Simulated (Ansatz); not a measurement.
This script drives the Python package of Ansatz (0.2.0).

The script, `run_dfpt.py`:
```python
'''DFPT phonons of TaN.'''

from pathlib import Path
import argparse

import ansatz as az
from ase import Atoms
import numpy as np

parser = argparse.ArgumentParser(description='DFPT phonons of TaN.')
parser.add_argument('--functional', default='pbesol', help='exchange-correlation functional')
parser.add_argument('--kgrid', type=int, nargs=3, required=True, help='k-point sampling')
args = parser.parse_args()

atoms = Atoms(
    ['Ta', 'N'],
    scaled_positions=[
        (0.5, 0.5, 0.5),
        (0.0, 0.0, 0.0),
    ],
    cell=[
        (0.0, 2.179, 2.179),
        (2.179, 0.0, 2.179),
        (2.179, 2.179, 0.0),
    ],
    pbc=True,
)
cell = az.Crystal.from_ase(atoms)

base = (
    cell.calculation()
    .functional(args.functional)
    .pseudopotentials('paw')
    .basis(31 * az.Ry)
    .occupations(az.OccupationsMethod.FERMI_DIRAC)
    .kpoints(*args.kgrid)
    .phonons('dfpt', points=[(0, 0, 0), (0.5, 0.5, 0), (0.5, 0, 0)])
)
result = base.run(threads=1, pin='off', runs_dir='runs')
ph = result.phonons

for q in ph.qpoints:
    print('q =', np.round(q.q_frac, 3), '1/cm:', ' '.join(f'{w:.1f}' for w in q.omega_inv_cm))
```

It is started by `python run_dfpt.py --kgrid 12 12 12`. Estimate its wall time and peak memory on 1 thread of Arm Neoverse V1, with other jobs on the host.

It took about 69 s, with a peak of 0.73 GiB, for 1 run of the engine.

```console
$ python run_dfpt.py --kgrid 12 12 12
q = [0. 0. 0.] 1/cm: -0.0 0.0 0.0 426.3 426.3 426.3
q = [0.5 0.5 0. ] 1/cm: -269.6 -80.4 -80.4 460.3 476.3 476.3
q = [0.5 0.  0. ] 1/cm: 107.1 107.1 123.8 534.8 605.2 605.2
```

What to keep in mind:
- The run is spin-unpolarised.
- The cell isn't relaxed first, so the values belong to this volume.
- The mesh is modest for a metal, so energies can be off by several to tens of meV an atom and pressures by half a GPa or more; differences at equal mesh fare better.
- A negative frequency stands for an imaginary mode.
- Spin-orbit coupling, which matters for elements this heavy, is left out.
- The structure is a deposited one; some such entries were measured under pressure or heat, so a shift against it needn't be the functional's error alone.
- The structure is taken as given; imaginary modes can come from an unrelaxed or unstable start. Phonons of metals also depend on mesh and smearing.
